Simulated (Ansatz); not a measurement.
# CH2AlNSSe: vertical spin-state energies in Python

The task is vertical spin-state energies, for CH2AlNSSe.

Computed with the Python package of Ansatz 0.2.0. Level of theory: r2SCAN0/def2-TZVP.

## (1) The system

Bond lengths: N1–Al2 1.850 Å, Al2–Se3 2.120 Å, Al2–C4 2.155 Å, Se3–C4 1.968 Å, C4–S5 1.403 Å, N1–H6 1.065 Å, N1–H7 1.075 Å. Angles: N1–Al2–Se3 150.4°, N1–Al2–C4 144.7°, Se3–Al2–C4 54.8°, Al2–N1–H6 111.0°, Al2–N1–H7 107.9°, H6–N1–H7 101.9°, Al2–Se3–C4 63.5°, Al2–C4–Se3 61.7°, Al2–C4–S5 144.4°, Se3–C4–S5 153.0°.

No structure file is read: the coordinates are typed or built in the script.

## (2) The code

Contents of spin.py:

```python
# -*- coding: utf-8 -*-
import ansatz as az

ch2alnsse = (
    az.Crystal.molecule()
    .atom("N", (-1.4671, 0.8583, 0.8206))
    .atom("Al", (-0.2839, -0.4728, 0.3201))
    .atom("Se", (1.2531, -1.85, 0.8048))
    .atom("C", (1.4011, -0.9468, -0.9374))
    .atom("S", (2.0935, -0.5831, -2.1018))
    .atom("H", (-0.9471, 1.7416, 1.1089))
    .atom("H", (-1.9883, 1.1848, -0.0608))
)

calc = ch2alnsse.calculation().basis(gaussian="def2-TZVP").functional("R2SCAN0")
found = {}
for unpaired in [0, 2, 4]:
    data = calc.spin("collinear", total=unpaired).run().report
    s = unpaired / 2
    found[unpaired] = data["free_energy_ev"]
    print(f"2S+1 = {unpaired + 1}: E = {found[unpaired]:.5f} eV, <S^2> = {abs(data['mean_field']['state']['spin_squared']):.3f} (pure state {s * (s + 1):.2f})")
lowest = min(found, key=found.get)
for unpaired, e in found.items():
    print(f"multiplicity {unpaired + 1}: {96.485332 * (e - found[lowest]):.1f} kJ/mol above the lowest")
```

## (3) What the engine is handed

The package turns the script's settings into the engine's input (first run):

```yaml
crystal:
  periodic: [false, false, false]
  atoms:
    - { symbol: "N", position_ang: [-1.4671, 0.8583, 0.8206] }
    - { symbol: Al, position_ang: [-0.2839, -0.4728, 0.3201] }
    - { symbol: Se, position_ang: [1.2531, -1.85, 0.8048] }
    - { symbol: C, position_ang: [1.4011, -0.9468, -0.9374] }
    - { symbol: S, position_ang: [2.0935, -0.5831, -2.1018] }
    - { symbol: H, position_ang: [-0.9471, 1.7416, 1.1089] }
    - { symbol: H, position_ang: [-1.9883, 1.1848, -0.0608] }
basis:
  gaussian:
    orbitals: def2-TZVP
hamiltonian:
  xc: r2scan0
magnetization:
  spin_polarized: true
  initial_magnetization: 0.0
```

## (4) Launch

On the command line:

```
> python spin.py
```

**Question.** Which spin state is lowest at this geometry, and how far above lie the others?

As calculated:

| quantity | value |
| --- | --- |
| runs compared | 3 |
| lowest | run 1 (2S+1 = 1) |
| next above it by | 0.810 eV |

In order: multiplicity 1 (+0.00 eV), multiplicity 3 (+0.81 eV) and multiplicity 5 (+4.36 eV), all at the one geometry. The geometry is a force-field or estimated start, not a minimum of this method, and the basis set is short of its limit. All parts are taken at fixed geometry, without zero-point energy.
